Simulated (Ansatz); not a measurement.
**AlAsH₂+ (doublet): from Hartree-Fock to the top rungs, cc-pVTZ**

One table from this session's results is given with a row withheld; the runs are named, their logs left out.

Computed with Ansatz 0.2.0, Gaussian basis. Level: cc-pVTZ, core rule «outside noble gas», up to 19 orbitals frozen.

The runs, in order: UHF; CCSD(T) on ROHF; CCSD(T) on UHF; BCCD(T) on ROHF; CCSDT(Q) on ROHF; CCSDT(Q) on UHF.

14 further runs of the same task are left out: 8 for a known fault of the program, 6 set aside as unsound or not needed.

**The system**

The geometry is a PBE0/def2-TZVP stationary point (not a proven minimum) of the parent state, kept for this charge and spin. No spin-orbit coupling is included. The filled d shell of As may be among the frozen orbitals whatever the setting's name suggests; the logs give the count.

4 atoms, charge 1, spin multiplicity 2.

Atoms are counted from 1 here; the program's logs count them from 0.

Bond lengths: Al1–As2 2.466 Å, Al1–H3 1.609 Å, As2–H4 1.527 Å. Angles: As2–Al1–H3 114.8°, Al1–As2–H4 93.0°.

As a file:

```tsv
atom	x (Å)	y (Å)	z (Å)
Al1	0.0000	-0.1433	1.7904
As2	0.0000	0.0543	-0.6678
H3	0.0000	1.2587	2.5803
H4	0.0000	-1.4595	-0.8686
```

The first run:

Input file in.yaml:

```yaml
crystal:
  periodic: [false, false, false]
  atoms:
    - {symbol: Al, position_ang: [0.000000, -0.143301, 1.790435]}
    - {symbol: As, position_ang: [0.000000, 0.054308, -0.667817]}
    - {symbol: H, position_ang: [0.000000, 1.258720, 2.580257]}
    - {symbol: H, position_ang: [0.000000, -1.459507, -0.868621]}
basis:
  gaussian: {orbitals: cc-pVTZ}
total_charge: 1
magnetization: {spin_polarized: true, initial_magnetization: 1}
hamiltonian: {xc: hf}
output: {orbitals: {seedname: orbitals}}
```

The run is started by

```bash
$ ansatz run in.yaml --threads 1 --pin off --events-out ev --progress --plain --max-ram 4096MiB --backend cpu
```

Among the steps run: UHF; CCSD(T) on ROHF; CCSD(T) on UHF; BCCD(T) on ROHF; CCSDT(Q) on ROHF; CCSDT(Q) on UHF.

One of the session's tables, all rows but one given; the rest of the session is left out.

| method | from UCCSDT(Q) (meV) |
| --- | --- |
| ROHF | +5883.6 |
| UHF | ? |
| RMP2 | +1163.9 |
| UMP2 | +1410.5 |
| RCCSD | +295.5 |
| UCCSD | +304.8 |
| RCCSD(T) | +57.5 |
| UCCSD(T) | +70.9 |
| BCCD(T) | +58.6 |
| RCCSDT | +17.8 |
| UCCSDT | +17.1 |
| RCCSDT(Q) | +3.1 |
| UCCSDT(Q) | 0 |

**Question.** Estimate the row for UHF.

The run gave: from UCCSDT(Q) (meV): +5649.8. In the column «from UCCSDT(Q) (meV)» it lies between UMP2 (+1410.5) and ROHF (+5883.6).

Limits of these values: Restricted and unrestricted rows rest on different reference determinants; where their highest levels disagree by more than a few hundredths of an eV, they describe different states and don't form one ladder.
